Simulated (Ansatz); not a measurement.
Runs of Ansatz 0.2.0 on HPbNO4. The typed cell holds 14 atoms: a = 4.120 Å, b = 6.427 Å, c = 8.387 Å, α = 67.04°, β = 89.96°, γ = 89.98°. The cell was built by a generator and needn't be a form met in nature.

```tsv
task	level	potentials or basis	cell	k mesh	cutoff (eV)	basis error allowed	gap on the mesh (eV)	pressure (GPa)	largest force (eV/Å)
band structure	PBEsol	all-electron LAPW, scalar-relativistic	as given	5 × 4 × 3	693	0.003 eV/atom	3.30	(c)	0.43
band structure	RPBE	all-electron LAPW, scalar-relativistic	as given	5 × 4 × 3	691	0.003 eV/atom	3.37	2.5	(a)
band structure	revPBE	all-electron LAPW, scalar-relativistic	as given	5 × 4 × 3	692	0.003 eV/atom	3.36	1.9	(b)
relaxation of cell and atoms	PBE	all-electron PAW datasets made for the crystal	relaxed	4 × 3 × 2	-	-	3.34	0.0	0.01
```

Alike in all rows: no spin polarisation; smearing fermi-dirac 0.05 eV.

Question: Fill in the values left out.

Answer: (a) 0.25; (b) 0.16; (c) -2.8.

Caveats: spin-orbit coupling is left out, which as a rule narrows the gap of such compounds by several tenths of an eV; the k mesh is thin for a metal, which can move the energy by tens of meV per atom (some runs); an odd mesh through Γ misses points on the zone boundary, where band edges often lie (some runs).

A k mesh can miss the band edges, and the runs leave out spin-orbit coupling on Pb.

Not every run made on this cell is shown here.
